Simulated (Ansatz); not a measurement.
Working through vertical energies of changing the electron count of FH3O2Si2, SMILES O[Si]1(F)O[SiH2]1

Computed with Ansatz 0.2.0 through its Python package.

Notebook, run cell by cell (the value of a cell's last expression is shown):

In [1]:
```python
import ansatz
```

In [2]:
```python
def energy_of(molecule, charge=0, unpaired=0):
    calc = molecule.calculation().basis(gaussian="def2-TZVP").functional("hf").accuracy("medium")
    if charge:
        calc = calc.charge(charge)
    if unpaired:
        calc = calc.spin("collinear", total=unpaired)
    report = calc.run(threads=1).report
    if report["published_state_doubts"]:
        print("  doubts:", report["published_state_doubts"])
    return report["free_energy_ev"]
```

In [3]:
```python
mol = (
    ansatz.Crystal.molecule()
    .atom("O", (-1.6554, 0.9895, 0.6307))
    .atom("Si", (-0.1213, 0.5968, 0.6639))
    .atom("F", (0.3905, 0.5194, 2.1447))
    .atom("O", (0.0412, -0.8982, 0.0442))
    .atom("Si", (0.9885, -0.3125, -1.0875))
    .atom("H", (-2.3084, 0.3347, 0.8691))
    .atom("H", (2.3611, -0.9123, -0.8975))
    .atom("H", (0.3959, -0.3746, -2.4233))
)
```

In [4]:
```python
# total-energy differences at one geometry
parent = energy_of(mol, 0, 0)
cation = energy_of(mol, 1, 1)
print(f"E(N)   = {parent:.5f} eV")
print(f"E(N-1) = {cation:.5f} eV  (1 unpaired)")
print(f"vertical ionisation energy {cation - parent:.3f} eV")
```
```text
E(N)   = -22559.54591 eV
E(N-1) = -22551.33654 eV  (1 unpaired)
vertical ionisation energy 8.209 eV
```

At this unrelaxed geometry removing an electron costs 8.21 eV.

These settings explore the input space; basis and method may be short of convergence. The geometry is a force-field or estimated start, not a minimum of this method, and the basis set is short of its limit. All parts are taken at fixed geometry, without zero-point energy. At an unrelaxed start these energies can be a whole eV from those at the minimum, and a small affinity can change sign. Hartree-Fock leaves correlation out, so bond, atomisation and ionisation energies come out well too low. Finished in 16 s on 1 thread of Intel(R) Xeon(R) Platinum 8259CL CPU @ 2.50GHz (Skylake/Cascade Lake) (shared host), peak memory 0.55 GiB.

(Lines on the test bed's own set-up are left out of the output.)
